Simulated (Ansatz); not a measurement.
# ZrAl23N24: the cost of one run

Computed with Ansatz 0.2.0 (DFT, PBE, plane-wave PAW, default files, scalar-relativistic, as far as a step names no other, unless a step's input says otherwise).

The COD entry's cell or inner coordinates are ideal or old and differ from later refinements, so a difference from it is no clean test against experiment.

### Step 1. The system as given

The structure is triclinic, space group P1 (No. 1). Conventional cell: a = 6.226 Å, b = 8.236 Å, c = 9.962 Å, α = 90.00°, β = 90.00°, γ = 100.89°. Around Zr (site symmetry 1) lie 4 N at 1.89 Å. Al (site symmetry 1) has 4 N at 1.89 Å as nearest neighbours. Only part of the 48 independent sites is listed.

As a file:

```cif
data_structure
_symmetry_space_group_name_H-M 'P 1'
_symmetry_Int_Tables_number 1
_cell_length_a 9.3390
_cell_length_b 6.2260
_cell_length_c 9.9620
_cell_angle_alpha 90.000
_cell_angle_beta 90.000
_cell_angle_gamma 120.000
_cell_volume 501.63
loop_
_atom_site_label
_atom_site_type_symbol
_atom_site_fract_x
_atom_site_fract_y
_atom_site_fract_z
_atom_site_occupancy
Zr1 Zr 0.11111 0.33333 0.00000 1
Al1 Al 0.11111 0.33333 0.50000 1
Al2 Al 0.11111 0.83333 0.00000 1
Al3 Al 0.11111 0.83333 0.50000 1
Al4 Al 0.44444 0.33333 0.00000 1
Al5 Al 0.44444 0.33333 0.50000 1
Al6 Al 0.44444 0.83333 0.00000 1
Al7 Al 0.44444 0.83333 0.50000 1
Al8 Al 0.77778 0.33333 0.00000 1
Al9 Al 0.77778 0.33333 0.50000 1
Al10 Al 0.77778 0.83333 0.00000 1
Al11 Al 0.77778 0.83333 0.50000 1
Al12 Al 0.22222 0.16667 0.25000 1
Al13 Al 0.22222 0.16667 0.75000 1
Al14 Al 0.22222 0.66667 0.25000 1
Al15 Al 0.22222 0.66667 0.75000 1
Al16 Al 0.55556 0.16667 0.25000 1
Al17 Al 0.55556 0.16667 0.75000 1
Al18 Al 0.55556 0.66667 0.25000 1
Al19 Al 0.55556 0.66667 0.75000 1
Al20 Al 0.88889 0.16667 0.25000 1
Al21 Al 0.88889 0.16667 0.75000 1
Al22 Al 0.88889 0.66667 0.25000 1
Al23 Al 0.88889 0.66667 0.75000 1
N1 N 0.11111 0.33333 0.19000 1
N2 N 0.11111 0.33333 0.69000 1
N3 N 0.11111 0.83333 0.19000 1
N4 N 0.11111 0.83333 0.69000 1
N5 N 0.44444 0.33333 0.19000 1
N6 N 0.44444 0.33333 0.69000 1
N7 N 0.44444 0.83333 0.19000 1
N8 N 0.44444 0.83333 0.69000 1
N9 N 0.77778 0.33333 0.19000 1
N10 N 0.77778 0.33333 0.69000 1
N11 N 0.77778 0.83333 0.19000 1
N12 N 0.77778 0.83333 0.69000 1
N13 N 0.22222 0.16667 0.44000 1
N14 N 0.22222 0.16667 0.94000 1
N15 N 0.22222 0.66667 0.44000 1
N16 N 0.22222 0.66667 0.94000 1
N17 N 0.55556 0.16667 0.44000 1
N18 N 0.55556 0.16667 0.94000 1
N19 N 0.55556 0.66667 0.44000 1
N20 N 0.55556 0.66667 0.94000 1
N21 N 0.88889 0.16667 0.44000 1
N22 N 0.88889 0.16667 0.94000 1
N23 N 0.88889 0.66667 0.44000 1
N24 N 0.88889 0.66667 0.94000 1
```

Atom 1 of the input is the impurity.

### Step 2. First run, atoms as given

The input, input.yaml:

```yaml
crystal:
  lattice:
    - [9.339, 0.0, 0.0]
    - [-3.113, 5.391874164, 0.0]
    - [0.0, 0.0, 9.962]
  atoms:
    - { symbol: Zr, position: [0.1111111111, 0.3333333334, 0.0] }
    - { symbol: Al, position: [0.1111111111, 0.3333333334, 0.5] }
    - { symbol: Al, position: [0.1111111111, 0.8333333334, 0.0] }
    - { symbol: Al, position: [0.1111111111, 0.8333333334, 0.5] }
    - { symbol: Al, position: [0.4444444444, 0.3333333334, 0.0] }
    - { symbol: Al, position: [0.4444444444, 0.3333333334, 0.5] }
    - { symbol: Al, position: [0.4444444444, 0.8333333334, 0.0] }
    - { symbol: Al, position: [0.4444444444, 0.8333333334, 0.5] }
    - { symbol: Al, position: [0.7777777778, 0.3333333334, 0.0] }
    - { symbol: Al, position: [0.7777777778, 0.3333333334, 0.5] }
    - { symbol: Al, position: [0.7777777778, 0.8333333334, 0.0] }
    - { symbol: Al, position: [0.7777777778, 0.8333333334, 0.5] }
    - { symbol: Al, position: [0.2222222222, 0.1666666666, 0.25] }
    - { symbol: Al, position: [0.2222222222, 0.1666666666, 0.75] }
    - { symbol: Al, position: [0.2222222222, 0.6666666666, 0.25] }
    - { symbol: Al, position: [0.2222222222, 0.6666666666, 0.75] }
    - { symbol: Al, position: [0.5555555556, 0.1666666666, 0.25] }
    - { symbol: Al, position: [0.5555555556, 0.1666666666, 0.75] }
    - { symbol: Al, position: [0.5555555556, 0.6666666666, 0.25] }
    - { symbol: Al, position: [0.5555555556, 0.6666666666, 0.75] }
    - { symbol: Al, position: [0.8888888889, 0.1666666666, 0.25] }
    - { symbol: Al, position: [0.8888888889, 0.1666666666, 0.75] }
    - { symbol: Al, position: [0.8888888889, 0.6666666666, 0.25] }
    - { symbol: Al, position: [0.8888888889, 0.6666666666, 0.75] }
    - { symbol: "N", position: [0.1111111111, 0.3333333334, 0.19] }
    - { symbol: "N", position: [0.1111111111, 0.3333333334, 0.69] }
    - { symbol: "N", position: [0.1111111111, 0.8333333334, 0.19] }
    - { symbol: "N", position: [0.1111111111, 0.8333333334, 0.69] }
    - { symbol: "N", position: [0.4444444444, 0.3333333334, 0.19] }
    - { symbol: "N", position: [0.4444444444, 0.3333333334, 0.69] }
    - { symbol: "N", position: [0.4444444444, 0.8333333334, 0.19] }
    - { symbol: "N", position: [0.4444444444, 0.8333333334, 0.69] }
    - { symbol: "N", position: [0.7777777778, 0.3333333334, 0.19] }
    - { symbol: "N", position: [0.7777777778, 0.3333333334, 0.69] }
    - { symbol: "N", position: [0.7777777778, 0.8333333334, 0.19] }
    - { symbol: "N", position: [0.7777777778, 0.8333333334, 0.69] }
    - { symbol: "N", position: [0.2222222222, 0.1666666666, 0.44] }
    - { symbol: "N", position: [0.2222222222, 0.1666666666, 0.94] }
    - { symbol: "N", position: [0.2222222222, 0.6666666666, 0.44] }
    - { symbol: "N", position: [0.2222222222, 0.6666666666, 0.94] }
    - { symbol: "N", position: [0.5555555556, 0.1666666666, 0.44] }
    - { symbol: "N", position: [0.5555555556, 0.1666666666, 0.94] }
    - { symbol: "N", position: [0.5555555556, 0.6666666666, 0.44] }
    - { symbol: "N", position: [0.5555555556, 0.6666666666, 0.94] }
    - { symbol: "N", position: [0.8888888889, 0.1666666666, 0.44] }
    - { symbol: "N", position: [0.8888888889, 0.1666666666, 0.94] }
    - { symbol: "N", position: [0.8888888889, 0.6666666666, 0.44] }
    - { symbol: "N", position: [0.8888888889, 0.6666666666, 0.94] }
total_charge: 1
kpoints:
  mp_grid: { grid: [3, 4, 2] }
scf:
  occupations: { method: fermi_dirac, width: 0.01 }
hamiltonian:
  xc: pbe
  pseudopotentials: { kind: paw }
output:
  forces: true
  stress: true
  populations: true
  efg:
    quadrupole_moments_barn: { Zr: -0.176, Al: 0.1466, "N": 0.02044 }
    contact_densities: true
```

Command:

```bash
$ ansatz run input.yaml --threads 1 --pin off --max-ram 3072MiB --backend cpu --events-out ev --progress --plain --runs-dir out
```

Q: Estimate wall time and peak memory on 1 thread of AMD EPYC 9R45 (Zen 5), shared host.

About 51 s, with a peak of 1.4 GiB.
